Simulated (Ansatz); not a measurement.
This script makes vertical spin-state energies of BBrH₆Si₂, SMILES B[SiH2][SiH2]Br with the Python package of Ansatz (0.2.0).

`spin.py`
```python
"""Gap between spin states of BBrH6Si2 at one geometry."""

import ansatz as az

BASIS = "cc-pVDZ"
XC = "pbe0"
DISPERSION = "d3bj"

geometry_ang = [
    ("B", (-1.1459, 1.3953, -0.1157)),
    ("Si", (0.3819, 0.4666, -0.6959)),
    ("Si", (0.6553, -1.2929, 0.6263)),
    ("Br", (-1.0433, -2.6295, 0.5164)),
    ("H", (-1.5281, 2.4045, -0.7266)),
    ("H", (-1.8223, 1.0733, 0.7955)),
    ("H", (1.5858, 1.3539, -0.6113)),
    ("H", (0.2454, 0.0265, -2.0866)),
    ("H", (1.8876, -2.0177, 0.2526)),
    ("H", (0.8666, -0.8311, 2.0483)),
]
geometry = az.Crystal.molecule()
for symbol, xyz in geometry_ang:
    geometry = geometry.atom(symbol, xyz)

calculation = (
    geometry.calculation()
    .basis(gaussian=BASIS)
    .functional(XC, dispersion=DISPERSION)
)
found = {}
for unpaired in [0, 2, 4]:
    r = calculation.spin("collinear", total=unpaired).run().report
    s = unpaired / 2
    found[unpaired] = r["free_energy_ev"]
    print(f"2S+1 = {unpaired + 1}: E = {found[unpaired]:.5f} eV, <S^2> = {abs(r['mean_field']['state']['spin_squared']):.3f} (pure state {s * (s + 1):.2f})")
lowest = min(found, key=found.get)
for unpaired, e in found.items():
    print(f"multiplicity {unpaired + 1}: {96.485332 * (e - found[lowest]):.1f} kJ/mol above the lowest")
```

Which spin state is lowest at this geometry, and how far above lie the others?

In order: multiplicity 1 (+0.00 eV), multiplicity 3 (+3.23 eV) and multiplicity 5 (+9.02 eV), all at the one geometry.

The output:

```console
$ python spin.py
2S+1 = 1: E = -86558.69273 eV, <S^2> = 0.000 (pure state 0.00)
2S+1 = 3: E = -86555.46452 eV, <S^2> = 2.008 (pure state 2.00)
2S+1 = 5: E = -86549.67706 eV, <S^2> = 6.009 (pure state 6.00)
multiplicity 1: 0.0 kJ/mol above the lowest
multiplicity 3: 311.5 kJ/mol above the lowest
multiplicity 5: 869.9 kJ/mol above the lowest
```

Notes:
- Total energies depend on the basis set; only differences at equal settings carry meaning.
- The geometry is a force-field or estimated start, not a minimum of this method, and the basis set is short of its limit. All parts are taken at fixed geometry, without zero-point energy.
- The whole script took 24 s on 1 thread of Intel(R) Xeon(R) 6975P-C (Granite Rapids), with other jobs on the host, peak memory 0.43 GiB.

(Lines on the test bed's own set-up are left out of the output.)
